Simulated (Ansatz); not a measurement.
## NaAg3 (distorted cell): a check of forces and pressure against finite differences, step by step

Computed with Ansatz's Python interface.

The cells in order, each with its output:

In [1]:
```python
import warnings

import ansatz as az
import numpy as np
```

In [2]:
```python
FILLING = "gaussian"
CUTOFF_EV = 650
MESH = (4, 4, 4)
TOLERANCE = 1e-09
```

In [3]:
```python
vectors0 = np.array([
    [4.21505, -0.06548, 0.00773],
    [-0.06548, 4.1744, 0.04236],
    [0.00773, 0.04236, 4.2657],
])
sites = [
    ("Na", (0.01499, 0.96942, 0.97586)),
    ("Ag", (0.9386, 0.49772, 0.46715)),
    ("Ag", (0.47436, 0.97879, 0.45989)),
    ("Ag", (0.46795, 0.49671, 0.94837)),
]
```

In [4]:
```python
def build(cell):
    crystal = az.Crystal(lattice=az.Lattice.of(cell))
    for symbol, position in sites:
        crystal = crystal.atom(symbol, position)
    return crystal
```

In [5]:
```python
warnings.simplefilter("ignore", az.DeckWarning)
```

In [6]:
```python
def solve(crystal):
    return (
        crystal.calculation()
        .functional(az.Functional.R2SCAN)
        .eigensolver("davidson", mixed_precision=False)
        .occupations(FILLING)  # the run then minimises F = E - TS
        .basis(CUTOFF_EV, xc_grid=2)  # cutoff of the orbital basis
        .kpoints(*MESH)
        .scf(tolerance=TOLERANCE)
        .forces()
        .stress()
        .run(threads=1)
    ).report
```

In [7]:
```python
centre = solve(build(vectors0))
start = build(vectors0)
# move one atom both ways along a Cartesian axis
print(f"force on atom 1 along y: analytic {centre['forces_ev_ang'][1][1]:.4f} eV/A")
for h in (0.005, 0.02):
    shift = np.eye(3)[1] * h @ np.linalg.inv(vectors0)
    plus, minus = (solve(start.move(1, to=np.array(sites[1][1]) + sign * shift))["lagrangian_ev"] for sign in (1, -1))
    print(f"  step {h} A: numerical {-(plus - minus) / (2 * h):.4f} eV/A")
# P = -dF/dV; the difference feels the change of the plane-wave count with the cell
volume = abs(np.linalg.det(vectors0))
larger, smaller = (solve(build(vectors0 * (1 + sign * 0.005) ** (1 / 3)))["lagrangian_ev"] for sign in (1, -1))
numerical = -(larger - smaller) / (0.01 * volume) * 160.21766
print(f"pressure: analytic {np.trace(centre['stress_gpa']) / 3:.3f}, numerical {numerical:.3f} GPa")
```
```text
force on atom 1 along y: analytic -0.2750 eV/A
  step 0.005 A: numerical -0.2750 eV/A
  step 0.02 A: numerical -0.2751 eV/A
pressure: analytic -0.202, numerical -0.201 GPa
```

Reading the output:
- These settings explore the input space; cutoff and mesh may be short of convergence.
- The mesh is modest for a metal, so energies can be off by several to tens of meV an atom and pressures by half a GPa or more; differences at equal mesh fare better.
- The program warned that this SCF threshold is loose for forces or stresses.
- Pressure is positive in compression.
- The cell is a database structure, distorted on purpose.
- The central difference errs as the square of the step, so the shorter step is the fairer test; what remains comes from the finite grid and the SCF threshold.
- The script silences the warnings on its input, which a real study should read.
- The whole script took 5.5 min on 1 thread of Arm Neoverse V1, with other jobs on the host, peak memory 0.47 GiB.
